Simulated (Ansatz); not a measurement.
# FH5SSn: the cost of one run

Computed with Ansatz 0.2.0, Gaussian basis. Level: BLYP-D4/def2-SVP.

2 further runs of the same task are left out: 2 that didn't finish.

### 1 The system as given

The start, a first-order saddle point found at PBE0-D4 in triple zeta: 8 atoms, charge 0, spin multiplicity 1.

Atoms are counted from 1 here; the program's logs count them from 0.

Bond lengths: Sn1–S2 2.757 Å, Sn1–H3 1.699 Å, Sn1–H4 1.707 Å, Sn1–H5 1.712 Å, Sn1–F7 2.186 Å, S2–H6 1.595 Å, S2–H8 1.342 Å, H6–F7 1.174 Å. Angles: S2–Sn1–H3 89.0°, S2–Sn1–H4 87.6°, S2–Sn1–H5 144.5°, S2–Sn1–F7 64.2°, H3–Sn1–H4 117.4°, H3–Sn1–H5 110.5°, H3–Sn1–F7 110.1°, H4–Sn1–H5 107.3°, H4–Sn1–F7 123.7°, H5–Sn1–F7 81.1°, Sn1–S2–H6 60.7°, Sn1–S2–H8 94.2°, H6–S2–H8 93.6°, S2–H6–F7 148.7°, Sn1–F7–H6 86.4°.

Geometry (Å):

| atom | x (Å) | y (Å) | z (Å) |
| --- | --- | --- | --- |
| Sn1 | -0.81512 | -0.31725 | -0.42786 |
| S2 | 1.02094 | 1.47294 | 0.58597 |
| H3 | -1.07777 | 0.73736 | -1.73395 |
| H4 | -1.73834 | -0.06185 | 0.98494 |
| H5 | -1.05913 | -1.94157 | -0.90932 |
| H6 | 1.52250 | 0.05309 | 0.05913 |
| F7 | 1.26421 | -0.99174 | -0.41106 |
| H8 | 0.88281 | 1.04902 | 1.85224 |

### 2 The run

md/in.yaml reads:

```yaml
crystal:
  periodic: [false, false, false]
  atoms:
    - {symbol: Sn, position_ang: [-0.815123, -0.317251, -0.427863]}
    - {symbol: S, position_ang: [1.020941, 1.472943, 0.585973]}
    - {symbol: H, position_ang: [-1.077767, 0.737357, -1.733946]}
    - {symbol: H, position_ang: [-1.738339, -0.061847, 0.984945]}
    - {symbol: H, position_ang: [-1.059133, -1.941574, -0.909317]}
    - {symbol: H, position_ang: [1.522499, 0.053088, 0.059127]}
    - {symbol: F, position_ang: [1.264211, -0.991738, -0.411060]}
    - {symbol: H, position_ang: [0.882812, 1.049022, 1.852242]}
basis:
  gaussian: {orbitals: def2-SVP}
hamiltonian: {xc: {name: BLYP}, dispersion: d4}
md: {n_steps: 60, timestep: 0.5, temperature: 300, ensemble: nvt_nose_hoover, seed: 411, initial_velocities: maxwell_boltzmann}
```

Command:

```
> ansatz run in.yaml --threads 4 --pin off --events-out ev --progress --plain --max-ram 9574MiB
```

**Question.** How long does this run take on 4 threads of AMD EPYC, shared host?

About 78 s.
